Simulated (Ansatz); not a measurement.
# Sb2As3: the cost of one run

Program: Ansatz 0.2.0. Level of theory: DFT PBE, scalar-relativistic, plane waves, PAW. These are calculated values, not measurements.

## (1) The system as given

It takes space group R-3m (No. 166, trigonal). The conventional cell has a = 3.908 Å, b = 3.908 Å, c = 27.174 Å, α = 90.00°, β = 90.00°, γ = 120.00°. Around Sb (site symmetry 3m) lie 6 As at 2.74 to 2.89 Å. Around As (site symmetry -3m) lie 6 Sb at 2.89 Å. Around As (site symmetry 3m) lie 3 Sb at 2.74 Å.

Structure file:

```cif
data_structure
_symmetry_space_group_name_H-M 'P 1'
_symmetry_Int_Tables_number 1
_cell_length_a 9.3348
_cell_length_b 9.3348
_cell_length_c 9.3348
_cell_angle_alpha 24.166
_cell_angle_beta 24.166
_cell_angle_gamma 24.166
_cell_volume 119.81
loop_
_atom_site_label
_atom_site_type_symbol
_atom_site_fract_x
_atom_site_fract_y
_atom_site_fract_z
_atom_site_occupancy
Sb1 Sb 0.40000 0.40000 0.40000 1
Sb2 Sb 0.60000 0.60000 0.60000 1
As1 As 0.00000 0.00000 0.00000 1
As2 As 0.20950 0.20950 0.20950 1
As3 As 0.79050 0.79050 0.79050 1
```

(A quick probe on a coarse mesh, which set the mesh and smearing, is not shown.)

## (3) Coarse relaxation

Input file input.yaml:

```yaml
crystal:
  lattice:
    - [1.9540549319, 1.1281741409, 9.0580358148]
    - [-1.9540549319, 1.1281741409, 9.0580358148]
    - [0.0, -2.2563482819, 9.0580358148]
  atoms:
    - { symbol: Sb, position: [0.4, 0.4, 0.4] }
    - { symbol: Sb, position: [0.6, 0.6, 0.6] }
    - { symbol: As, position: [0.0, 0.0, 0.0] }
    - { symbol: As, position: [0.2095, 0.2095, 0.2095] }
    - { symbol: As, position: [0.7905, 0.7905, 0.7905] }
basis:
  ecutwfc: 420
kpoints:
  mp_grid: { grid: [6, 6, 6] }
hamiltonian:
  xc: pbe
scf:
  occupations: { method: gaussian, width: 0.1 }
  lower_state_search: "off"
output:
  forces: true
  stress: true
  eigenvalues: true
relax:
  adjacent_minimum: "off"
  f_tol: 0.04
  max_steps: 70
  cell: { stress_tol: 0.4 }
```

Command:

```console
$ ansatz run input.yaml --threads 1 --pin off --max-ram 2560MiB --backend cpu --events-out ev --progress --plain --runs-dir out
```

What time and memory should one allow on 1 thread of Intel Xeon Platinum 8259CL at 2.50GHz (Skylake/Cascade Lake), shared host?

About 83 s, with a peak of 0.51 GiB.
